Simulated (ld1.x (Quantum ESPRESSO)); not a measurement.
# Hf: generating and testing an ultrasoft potential

Task: generate the file, and judge it by its errors in other configurations, its logarithmic derivatives, its ghosts and its cutoff.

Program: ld1.x (Quantum ESPRESSO) 7.5. Reference atom: PBE, scalar-relativistic, spherical and spin-unpolarised. All values are calculated.

### 1 Settings

Typed settings, in words:

```json
{
 "element": "hafnium (Hf, Z = 72)",
 "type": "ultrasoft",
 "frozen core": "[Xe] 4f14",
 "valence charge": "4",
 "reference configuration": "5d2 6s2 6p0",
 "partial waves": "6s (bound): rcut 2.85, rcutus 3.30 bohr; 6s channel at 0.1 Ry: rcut 2.85, rcutus 3.30 bohr; 6p (bound, empty): rcut 3.85, rcutus 4.60 bohr; 6p channel at 1.15 Ry: rcut 3.85, rcutus 4.60 bohr; 5d (bound): rcut 1.65, rcutus 1.80 bohr; 5d channel at 0.35 Ry: rcut 1.65, rcutus 1.80 bohr",
 "local potential": "all-electron potential smoothed inside 1.40 bohr (lloc = -1)",
 "core correction": "not asked for",
 "augmentation charge": "PSQ, inside the norm-conserving radii"
}
```

An earlier all-electron run gives the scale for the radii.

All-electron outer shells of the reference configuration (PBE, scalar-relativistic, ld1.x):

```csv
shell,level (eV),outermost node (bohr),outermost maximum (bohr)
5p,-35.57,0.60,1.16
4f,-16.83,–,0.45
6s,-5.11,1.37,2.89
5d,-2.69,0.67,1.69
6p,-1.40,1.66,4.05
```

### 2 Generation

Contents of Hf.in:

```
 &input
   title='Hf', zed=72., rel=1, dft='PBE', iswitch=3,
   config='[Xe] 4f14 5d2 6s2 6p0',
   nld=3, rlderiv=5.00, eminld=-2.0, emaxld=5.0, deld=0.02
 /
 &inputp
   pseudotype=3, tm=.true., lloc=-1, rcloc=1.40,
   nlcc=.false.,
   which_augfun='PSQ', rmatch_augfun_nc=.true.,
   file_pseudopw='Hf.UPF', file_wfcaegen='ae.wfc', file_wfcncgen='nc.wfc', file_beta='beta', file_chi='chi', file_wfcusgen='us.wfc'
 /
6
6S  1  0   2.00   0.00  2.85  3.30  0.0
6S  1  0   0.00   0.10  2.85  3.30  0.0
6P  2  1   0.00   0.00  3.85  4.60  0.0
6P  2  1   0.00   1.15  3.85  4.60  0.0
5D  3  2   2.00   0.00  1.65  1.80  0.0
5D  3  2   0.00   0.35  1.65  1.80  0.0
 &test
   configts(1)='5d2 6s2 6p0'
 /
```

Run with:

```sh
$ ld1.x < Hf.in > Hf.out
```

The output, Hf.out (without the banner and most projector matrices):

```text
     Program LD1 v.7.5
     --------------------------- All-electron run ----------------------------

     Hf
     scalar relativistic calculation

     atomic number is 72.00
     dft =PBE   lsd =0 sic =0 latt =0  beta=0.20 tr2=1.0E-14
     Exchange-correlation= PBE
                           (   1   4   3   4   0   0   0)
     mesh =1271 r(mesh) =  99.31870 a.u. xmin = -7.00 dx = 0.01250
     1 Ry =  13.60569312 eV, c = 137.03599908

     n l     nl                  e(Ry)          e(Ha)          e(eV)
     1 0     1S 1( 2.00)     -4798.6110     -2399.3055    -65288.4286
     2 0     2S 1( 2.00)      -820.6457      -410.3228    -11165.4529
     2 1     2P 1( 6.00)      -720.5158      -360.2579     -9803.1172
     3 0     3S 1( 2.00)      -186.9869       -93.4935     -2544.0869
     3 1     3P 1( 6.00)      -157.0786       -78.5393     -2137.1631
     4 0     4S 1( 2.00)       -37.6716       -18.8358      -512.5485
     4 1     4P 1( 6.00)       -27.8617       -13.9309      -379.0778
     3 2     3D 1(10.00)      -121.7032       -60.8516     -1655.8558
     5 0     5S 1( 2.00)        -4.9256        -2.4628       -67.0155
     5 1     5P 1( 6.00)        -2.6146        -1.3073       -35.5735
     4 2     4D 1(10.00)       -15.1900        -7.5950      -206.6705
     4 3     4F 1(14.00)        -1.2373        -0.6187       -16.8347
     5 2     5D 1( 2.00)        -0.1976        -0.0988        -2.6887
     6 0     6S 1( 2.00)        -0.3754        -0.1877        -5.1082
     6 1     6P 1( 0.00)        -0.1026        -0.0513        -1.3962

     final scf error:  9.5E-15 reached in  28 iterations

     Etot =  -30156.442974 Ry,  -15078.221487 Ha, -410299.308784 eV

     Ekin =   33046.727666 Ry,   16523.363833 Ha,  449623.635342 eV
     Encl =  -74400.522534 Ry,  -37200.261267 Ha,-1012270.677782 eV
     Eh   =   11812.508265 Ry,    5906.254132 Ha,  160717.362466 eV
     Exc  =    -615.156371 Ry,    -307.578186 Ha,   -8369.628810 eV

     normalization and overlap integrals

     s(1S/1S) =  1.000000  <r> =   0.0190  <r2> =    0.0005  r(max) =   0.0120
     s(2S/2S) =  1.000000  <r> =   0.0804  <r2> =    0.0076  r(max) =   0.0679
     s(2P/2P) =  1.000000  <r> =   0.0717  <r2> =    0.0063  r(max) =   0.0556
     s(3S/3S) =  1.000000  <r> =   0.2086  <r2> =    0.0498  r(max) =   0.1917
     s(3P/3P) =  1.000000  <r> =   0.2085  <r2> =    0.0504  r(max) =   0.1893
     s(4S/4S) =  1.000000  <r> =   0.4682  <r2> =    0.2475  r(max) =   0.4375
     s(4P/4P) =  1.000000  <r> =   0.4976  <r2> =    0.2818  r(max) =   0.4599
     s(3D/3D) =  1.000000  <r> =   0.1890  <r2> =    0.0419  r(max) =   0.1550
     s(5S/5S) =  1.000000  <r> =   1.1348  <r2> =    1.4495  r(max) =   1.0109
     s(5P/5P) =  1.000000  <r> =   1.3423  <r2> =    2.0507  r(max) =   1.1599
     s(4D/4D) =  1.000000  <r> =   0.5352  <r2> =    0.3323  r(max) =   0.4716
     s(4F/4F) =  1.000000  <r> =   0.6773  <r2> =    0.5953  r(max) =   0.4542
     s(5D/5D) =  1.000000  <r> =   2.5139  <r2> =    7.9530  r(max) =   1.6876
     s(6S/6S) =  1.000000  <r> =   3.4500  <r2> =   13.5887  r(max) =   2.8888
     s(6P/6P) =  1.000000  <r> =   5.1293  <r2> =   30.7367  r(max) =   4.0484

     ------------------------ End of All-electron run ------------------------

     --------------------- Generating US pseudopotential ---------------------

      Generating local potential from pseudized AE potential:
      Matching radius rcloc =   1.4000

      Local pseudo, rcloc= 1.417 Estimated cut-off energy=    12.45 Ry
      Wfc-us  6S rcutus= 3.315  Estimated cut-off energy=     4.24 Ry
      Wfc-us  6S rcutus= 3.315  Estimated cut-off energy=     5.26 Ry
      Wfc-us  6P rcutus= 4.587  Estimated cut-off energy=     3.64 Ry
      Wfc-us  6P rcutus= 4.587  Estimated cut-off energy=     7.62 Ry
      Wfc-us  5D rcutus= 1.819  Estimated cut-off energy=    33.71 Ry
      Wfc-us  5D rcutus= 1.819  Estimated cut-off energy=    34.90 Ry

     Q pseudized with Bessel functions
     Expected ecutrho=     153.3583 due to l1=  2   l2=  2

     ------------------- End of pseudopotential generation -------------------

     [... the all-electron block is printed once more ...]


     Computing logarithmic derivative in   4.97589
     Computing logarithmic derivative in   4.97589
     Computing the partial wave expansion
     R is outside the sphere for l=    0 j= 0.00
     R is outside the sphere for l=    0 j= 0.00
     R is outside the sphere for l=    1 j= 0.00
     R is outside the sphere for l=    1 j= 0.00
     R is outside the sphere for l=    2 j= 0.00
     R is outside the sphere for l=    2 j= 0.00

     ---------------------- Testing the pseudopotential ----------------------

     Hf
     scalar relativistic calculation

     atomic number is 72.00   valence charge is  4.00
     dft =PBE   lsd =0 sic =0 latt =0  beta=0.20 tr2=1.0E-14
     mesh =1271 r(mesh) =  99.31870 xmin = -7.00 dx = 0.01250

     n l     nl             e AE (Ry)        e PS (Ry)    De AE-PS (Ry)
     3 2     5D   1( 2.00)       -0.19761       -0.19761       -0.00000
     1 0     6S   1( 2.00)       -0.37544       -0.37544        0.00000
     2 1     6P   1( 0.00)       -0.10262       -0.10262        0.00000

     eps = 5.0E-15  iter =  3

     Etot =  -30156.442974 Ry,  -15078.221487 Ha, -410299.308784 eV
     Etotps =    -5.531121 Ry,      -2.765560 Ha,     -75.254730 eV

     Ekin =       5.279619 Ry,       2.639809 Ha,      71.832871 eV
     Encl =     -15.757310 Ry,      -7.878655 Ha,    -214.389129 eV
     Ehrt =       4.864610 Ry,       2.432305 Ha,      66.186388 eV
     Ecxc =      -1.635625 Ry,      -0.817813 Ha,     -22.253816 eV
     Epseu=       1.717587 Ry,       0.858793 Ha,      23.368957 eV

     ---------------------- End of pseudopotential test ----------------------
```

It took 3.1 s on 1 thread of Intel Xeon Platinum 8488C, shared host. This counts the later configuration tests of the new file too.

Partial waves on a coarse radial grid (AE all-electron, PS pseudo):

```tsv
r (bohr)	5d AE	5d PS	6s AE	6s PS
0.230	-0.0266	0.0119	-0.0088	0.0821
0.460	-0.2524	0.0838	0.1108	0.1625
0.690	0.0347	0.2291	-0.1901	0.2398
0.920	0.3331	0.4060	-0.2791	0.3126
1.150	0.5239	0.5525	-0.1718	0.3794
1.380	0.6205	0.6331	0.0112	0.4393
1.610	0.6543	0.6567	0.1949	0.4911
1.840	0.6508	0.6508	0.3476	0.5344
2.070	0.6268	0.6268	0.4611	0.5684
2.300	0.5926	0.5926	0.5379	0.5930
2.530	0.5542	0.5542	0.5838	0.6079
2.760	0.5146	0.5146	0.6050	0.6130
2.990	0.4752	0.4752	0.6071	0.6086
3.220	0.4371	0.4371	0.5948	0.5948
3.450	0.4005	0.4005	0.5720	0.5720
3.680	0.3658	0.3658	0.5419	0.5419
3.910	0.3332	0.3332	0.5074	0.5074
4.140	0.3028	0.3028	0.4703	0.4703
4.370	0.2746	0.2746	0.4324	0.4324
4.600	0.2486	0.2486	0.3949	0.3949
4.830	0.2249	0.2249	0.3587	0.3587
5.060	0.2032	0.2032	0.3243	0.3243
5.290	0.1836	0.1836	0.2921	0.2921
5.520	0.1657	0.1657	0.2622	0.2622
5.750	0.1496	0.1496	0.2347	0.2347
5.980	0.1350	0.1350	0.2097	0.2097
```

### 3 Configuration tests

Contents of Hf.test.in:

```
 &input
   title='Hf', zed=72., rel=1, dft='PBE', iswitch=2,
   config='[Xe] 4f14 5d2 6s2 6p0'
 /
 &test
   file_pseudo='Hf.UPF', nconf=8,
   configts(1)='5d2 6s2 6p0',
   configts(2)='5d2 6s1 6p0',
   configts(3)='5d2 6s0 6p0',
   configts(4)='5d1 6s0 6p0',
   configts(5)='5d2 6s1 6p1',
   configts(6)='5d3 6s0 6p0',
   configts(7)='5d1 6s2 6p0',
   configts(8)='5d2 6s0 6p2'
 /
```

Run with:

```sh
$ ld1.x < Hf.test.in > Hf.test.out
```

Hf.test.out, the pseudopotential blocks:

```text
     ---------------------- Testing the pseudopotential ----------------------

     Hf
     scalar relativistic calculation

     atomic number is 72.00   valence charge is  4.00
     dft =PBE   lsd =0 sic =0 latt =0  beta=0.20 tr2=1.0E-14
     mesh =1271 r(mesh) =  99.31870 xmin = -7.00 dx = 0.01250

     n l     nl             e AE (Ry)        e PS (Ry)    De AE-PS (Ry)
     3 2     5D   1( 2.00)       -0.19761       -0.19761       -0.00000
     1 0     6S   1( 2.00)       -0.37544       -0.37544        0.00000
     2 1     6P   1( 0.00)       -0.10262       -0.10262        0.00000

     eps = 5.0E-15  iter =  3

     Etot =  -30156.442974 Ry,  -15078.221487 Ha, -410299.308784 eV
     Etotps =    -5.531121 Ry,      -2.765560 Ha,     -75.254730 eV

     Ekin =       5.279619 Ry,       2.639809 Ha,      71.832871 eV
     Encl =     -15.757310 Ry,      -7.878655 Ha,    -214.389129 eV
     Ehrt =       4.864610 Ry,       2.432305 Ha,      66.186388 eV
     Ecxc =      -1.635625 Ry,      -0.817813 Ha,     -22.253816 eV
     Epseu=       1.717587 Ry,       0.858793 Ha,      23.368957 eV

     ---------------------- End of pseudopotential test ----------------------

     ---------------------- Testing the pseudopotential ----------------------

     Hf
     [...]
     n l     nl             e AE (Ry)        e PS (Ry)    De AE-PS (Ry)
     3 2     5D   1( 2.00)       -0.67663       -0.67806        0.00142
     1 0     6S   1( 1.00)       -0.80664       -0.80427       -0.00236
     2 1     6P   1( 0.00)       -0.46737       -0.46597       -0.00140

     eps = 1.6E-16  iter = 11

     Etot =  -30155.856735 Ry,  -15077.928367 Ha, -410291.332596 eV
     Etotps =    -4.945360 Ry,      -2.472680 Ha,     -67.285056 eV
     dEtot_ae =       0.586239 Ry
     dEtot_ps =       0.585760 Ry,   Delta E=       0.000479 Ry

     [...]
     ---------------------- End of pseudopotential test ----------------------

     ---------------------- Testing the pseudopotential ----------------------

     Hf
     [...]
     n l     nl             e AE (Ry)        e PS (Ry)    De AE-PS (Ry)
     3 2     5D   1( 2.00)       -1.22774       -1.22207       -0.00567  !
     1 0     6S   1( 0.00)       -1.28626       -1.26182       -0.02444  !
     2 1     6P   1( 0.00)       -0.88327       -0.86299       -0.02028  !

     eps = 2.2E-15  iter = 12

     Etot =  -30154.814543 Ry,  -15077.407272 Ha, -410277.152854 eV
     Etotps =    -3.913106 Ry,      -1.956553 Ha,     -53.240526 eV
     dEtot_ae =       1.628431 Ry
     dEtot_ps =       1.618014 Ry,   Delta E=       0.010417 Ry

     [...]
     ---------------------- End of pseudopotential test ----------------------

     ---------------------- Testing the pseudopotential ----------------------

     Hf
     [...]
     n l     nl             e AE (Ry)        e PS (Ry)    De AE-PS (Ry)
     3 2     5D   1( 1.00)       -1.99375       -1.96852       -0.02523  !
     1 0     6S   1( 0.00)       -1.90796       -1.85272       -0.05524  !
     2 1     6P   1( 0.00)       -1.41859       -1.35994       -0.05864  !

     eps = 8.7E-15  iter = 12

     Etot =  -30153.212710 Ry,  -15076.606355 Ha, -410255.358810 eV
     Etotps =    -2.323061 Ry,      -1.161530 Ha,     -31.606851 eV
     dEtot_ae =       3.230264 Ry
     dEtot_ps =       3.208060 Ry,   Delta E=       0.022204 Ry

     [...]
     ---------------------- End of pseudopotential test ----------------------

     ---------------------- Testing the pseudopotential ----------------------

     Hf
     [...]
     n l     nl             e AE (Ry)        e PS (Ry)    De AE-PS (Ry)
     3 2     5D   1( 2.00)       -0.28503       -0.28706        0.00203
     1 0     6S   1( 1.00)       -0.44109       -0.44032       -0.00077
     2 1     6P   1( 1.00)       -0.15157       -0.15162        0.00004

     eps = 2.8E-15  iter =  9

     Etot =  -30156.161789 Ry,  -15078.080895 Ha, -410295.483069 eV
     Etotps =    -5.250196 Ry,      -2.625098 Ha,     -71.432559 eV
     dEtot_ae =       0.281185 Ry
     dEtot_ps =       0.280924 Ry,   Delta E=       0.000260 Ry

     [...]
     ---------------------- End of pseudopotential test ----------------------

     ---------------------- Testing the pseudopotential ----------------------

     Hf
     [...]
     n l     nl             e AE (Ry)        e PS (Ry)    De AE-PS (Ry)
     3 2     5D   1( 3.00)       -0.58497       -0.58144       -0.00353
     1 0     6S   1( 0.00)       -0.75012       -0.73934       -0.01078  !
     2 1     6P   1( 0.00)       -0.43199       -0.42713       -0.00486

     eps = 5.3E-15  iter = 10

     Etot =  -30155.708766 Ry,  -15077.854383 Ha, -410289.319378 eV
     Etotps =    -4.802973 Ry,      -2.401486 Ha,     -65.347776 eV
     dEtot_ae =       0.734208 Ry
     dEtot_ps =       0.728148 Ry,   Delta E=       0.006060 Ry

     [...]
     ---------------------- End of pseudopotential test ----------------------

     ---------------------- Testing the pseudopotential ----------------------

     Hf
     [...]
     n l     nl             e AE (Ry)        e PS (Ry)    De AE-PS (Ry)
     3 2     5D   1( 1.00)       -0.78464       -0.78042       -0.00421
     1 0     6S   1( 2.00)       -0.87102       -0.87278        0.00175
     2 1     6P   1( 0.00)       -0.50801       -0.50682       -0.00119

     eps = 9.7E-15  iter = 11

     Etot =  -30155.965354 Ry,  -15077.982677 Ha, -410292.810440 eV
     Etotps =    -5.054650 Ry,      -2.527325 Ha,     -68.772022 eV
     dEtot_ae =       0.477620 Ry
     dEtot_ps =       0.476470 Ry,   Delta E=       0.001149 Ry

     [...]
     ---------------------- End of pseudopotential test ----------------------

     ---------------------- Testing the pseudopotential ----------------------

     Hf
     [...]
     n l     nl             e AE (Ry)        e PS (Ry)    De AE-PS (Ry)
     3 2     5D   1( 2.00)       -0.36405       -0.36926        0.00521  !
     1 0     6S   1( 0.00)       -0.49686       -0.49417       -0.00269
     2 1     6P   1( 2.00)       -0.19323       -0.19328        0.00005

     eps = 5.2E-15  iter = 11

     Etot =  -30155.865138 Ry,  -15077.932569 Ha, -410291.446927 eV
     Etotps =    -4.955112 Ry,      -2.477556 Ha,     -67.417729 eV
     dEtot_ae =       0.577836 Ry
     dEtot_ps =       0.576009 Ry,   Delta E=       0.001827 Ry

     [...]
     ---------------------- End of pseudopotential test ----------------------
```

Excitation and ionisation energies from 5d2 6s2 6p0, with the error of the potential.

| valence configuration | charge | ΔE all-electron (eV) | error AE − PS (meV) |
| --- | --- | --- | --- |
| 5d2 6s1 6p0 | +1 | 7.976 | +6.5 |
| 5d2 6s0 6p0 | +2 | 22.156 | +142 |
| 5d1 6s0 6p0 | +3 | 43.950 | +302 |
| 5d2 6s1 6p1 | 0 | 3.826 | +3.5 |
| 5d3 6s0 6p0 | +1 | 9.989 | +82 |
| 5d1 6s2 6p0 | +1 | 6.498 | +16 |
| 5d2 6s0 6p2 | 0 | 7.862 | +25 |

### 4 Logarithmic derivatives

Taken from the files of the generation run. The phase is arctan(r·u′/u) with u = r·R, unwrapped, with energies in Ry. A pole is an energy at which the radial function vanishes at the test radius. The pseudo phase is shifted by a multiple of π to meet the all-electron one at the reference energy. Levels narrower than the energy grid can be missing from the poles. Left out: s, where the overlap operator is not positive , so their phases aren't trusted. The last column is the largest difference on the grid between −1 and +1 Ry.

| channel | radius (bohr) | reference (Ry) | poles AE | poles PS | window around the reference with phases within 0.05 rad (Ry) | largest difference near zero (rad) |
| --- | --- | --- | --- | --- | --- | --- |
| p | 4.98 | -0.10 | 0.30, 2.48 | 0.30, 2.31, 4.52 | below 2.6 | 0.001 |
| d | 4.98 | -0.20 | -0.15, 1.28, 3.75 | -0.15, 1.28, 3.75 | the whole range | 0.000 |

Phases (rad) along the scan:

```tsv
E (Ry)	p AE	p PS	d AE	d PS
-2.00	1.421	1.421	1.428	1.428
-1.52	1.395	1.395	1.407	1.407
-1.04	1.349	1.348	1.372	1.372
-0.56	1.218	1.218	1.286	1.286
-0.08	-0.755	-0.755	-1.726	-1.726
0.40	-1.623	-1.624	-2.634	-2.634
0.88	-1.874	-1.875	-4.535	-4.535
1.36	-3.920	-3.928	-4.734	-4.734
1.84	-4.577	-4.589	-4.875	-4.876
2.32	-4.689	-4.715	-5.689	-5.698
2.80	-4.756	-4.847	-7.640	-7.642
3.28	-4.839	-7.100	-7.792	-7.792
3.76	-5.127	-7.752	-7.855	-7.855
4.24	-7.466	-7.827	-7.907	-7.908
4.72	-7.739	-7.870	-7.987	-7.991
```

### 5 Plane-wave convergence, by spherical Bessel functions

A separate test, outside the generator: the pseudo-atom's Hamiltonian at the reference potential is diagonalised in spherical Bessel functions j_l(qr) that vanish at 20 bohr, with q² up to the cutoff.

No cutoffs are read. The overlap operator is not positive in s (lowest eigenvalue -0.160), so the test is not defined there. Ghost test: ghost state, bound below the all-electron valence or empty levels of the same l: p at -329.7 eV (s not tested).

### 6 Outcome

```
                                                quantity                      value
                                                 cutoffs             not determined
                                            bound ghosts            p at -329.67 eV
                            largest test error (AE − PS)  +302 meV, for 5d1 6s0 6p0
largest phase difference near zero energy, channels read                  0.001 rad
         lowest eigenvalue of the overlap (Bessel basis)                 -0.160 (s)
               density cutoff estimated by the generator                     153 Ry
```

**Reading.** It has a bound ghost (p), a state that the atom doesn't have, and that rules the file out. The overlap operator is not positive definite in s, so a plane-wave run would break down once the basis is large enough. The worst unpolarised test, 5d1 6s0 6p0, is off by 302 meV on 43.9 eV; by total energies transferability rates as poor. No cutoffs are read. Near zero energy the phases of the channels with partial waves that could be evaluated agree within 0.001 rad. All of this concerns the isolated atom, not yet a solid.
